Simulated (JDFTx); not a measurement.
BiTe: equation of state with PBE

BiTe:

```
CELL_PARAMETERS angstrom
0.00000 3.23500 3.23500
3.23500 0.00000 3.23500
3.23500 3.23500 0.00000
ATOMIC_POSITIONS crystal
Bi 0.00000 0.00000 0.00000
Te 0.50000 0.50000 0.50000
```

```json
{
 "Program": "JDFTx 1.7.0 (patched build)",
 "Task": "equation of state",
 "Functional": "PBE",
 "Potentials or basis": "PseudoDojo-SR-PBE-0.4.1-standard with smoothed tails",
 "Cutoff": "1088 eV",
 "Density cutoff": "8708 eV",
 "k mesh": "7 × 7 × 7",
 "Occupations": "fermi-dirac, width 0.05 eV",
 "Spin": "no spin polarisation"
}
```

```yaml
Equilibrium_volume: 34.54 Å³/atom
Bulk_modulus: 47 GPa
Pressure_derivative_of_the_bulk_modulus: 4.5
```

Energy against volume, from the lowest point:
```tsv
volume (Å³/atom)	energy (meV/atom)
31.824	36.02
32.501	19.53
33.178	8.40
33.855	2.05
34.532	0.00
35.209	1.82
35.886	7.10
```

 PBE usually gives volumes a little too large and moduli too small.
